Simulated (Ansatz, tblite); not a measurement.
**ZrHF3: charged states by level of theory**

An exercise on one series of results from a longer session: the logs are not shown, and one member is left open.

The runs use Ansatz 0.2.0, Gaussian basis; as each input shows.

The runs, in order: charge +1 doublet, at the geometry of the singlet (PBE0-D4/def2-TZVP, PBE-D4/def2-TZVP, r2SCAN-D4/def2-TZVP, CCSD(T)/def2-TZVPP); charge -1 doublet, at the geometry of the singlet (PBE0-D4/def2-TZVPD, PBE-D4/def2-TZVPD, r2SCAN-D4/def2-TZVPD); the starting singlet's energies come from earlier runs.

2 further runs of the same task are left out: 2 set aside as unsound or not needed.

## The structure

The singlet was relaxed beforehand with PBE0-D4/def2-TZVP.

5 atoms, charge 0, spin multiplicity 1.

Atoms are counted from 1 here; the program's logs count them from 0.

Bond lengths: Zr1–H2 1.845 Å, Zr1–F3 1.889 Å, Zr1–F4 1.889 Å, Zr1–F5 1.889 Å. Angles: H2–Zr1–F3 106.9°, H2–Zr1–F4 106.9°, H2–Zr1–F5 106.9°, F3–Zr1–F4 111.9°, F3–Zr1–F5 111.9°, F4–Zr1–F5 111.9°.

As a file:

```xyz
5

Zr   -0.0002    0.0004   -0.0399
H     0.0104   -0.0174    1.8054
F     1.8047    0.0102   -0.5989
F    -0.9112    1.5692   -0.5682
F    -0.9036   -1.5623   -0.5983
```

Formally the metal is d0. Zr takes a core potential in the def2 sets. No spin-orbit coupling is included.

Set-up of the first run:

Contents of in.yaml:

```yaml
crystal:
  periodic: [false, false, false]
  atoms:
    - {symbol: Zr, position_ang: [-0.000207, 0.000407, -0.039916]}
    - {symbol: H, position_ang: [0.010362, -0.017434, 1.805408]}
    - {symbol: F, position_ang: [1.804670, 0.010163, -0.598907]}
    - {symbol: F, position_ang: [-0.911205, 1.569198, -0.568235]}
    - {symbol: F, position_ang: [-0.903620, -1.562333, -0.598340]}
basis:
  gaussian: {orbitals: def2-SVP}
total_charge: 1
magnetization: {spin_polarized: true, initial_magnetization: 1}
hamiltonian: {xc: pbe0, dispersion: d4}
output: {orbitals: {seedname: orbitals}}
```

Command:

```console
> ansatz run in.yaml --threads 2 --pin off --events-out ev --progress --plain --max-ram 4352MiB
```

Among the steps run: Charge +1 doublet at the fixed geometry, first pass, PBE0-D4/def2-SVP; Charge +1 doublet at the fixed geometry, PBE0-D4/def2-TZVP; Charge +1 doublet at the fixed geometry, PBE-D4/def2-TZVP; Charge +1 doublet at the fixed geometry, r2SCAN-D4/def2-TZVP; Charge +1 doublet at the fixed geometry, CCSD(T)/def2-TZVPP.

One of the session's tables, all rows but one given; the rest of the session is left out.

It belongs to the step «Vertical ionisation energy». 

| method | vertical ionisation energy (eV) |
| --- | --- |
| HF/def2-TZVPP | ? |
| PBE-D4/def2-TZVP | 11.36 |
| r2SCAN-D4/def2-TZVP | 11.45 |
| PBE0-D4/def2-TZVP | 11.59 |
| MP2/def2-TZVPP | 11.44 |
| CCSD/def2-TZVPP | 11.74 |
| CCSD(T)/def2-TZVPP | 11.64 |

**Question.** Estimate the row for HF/def2-TZVPP.

**Answer.** vertical ionisation energy (eV): 10.93. In the column «vertical ionisation energy (eV)» it is the lowest.
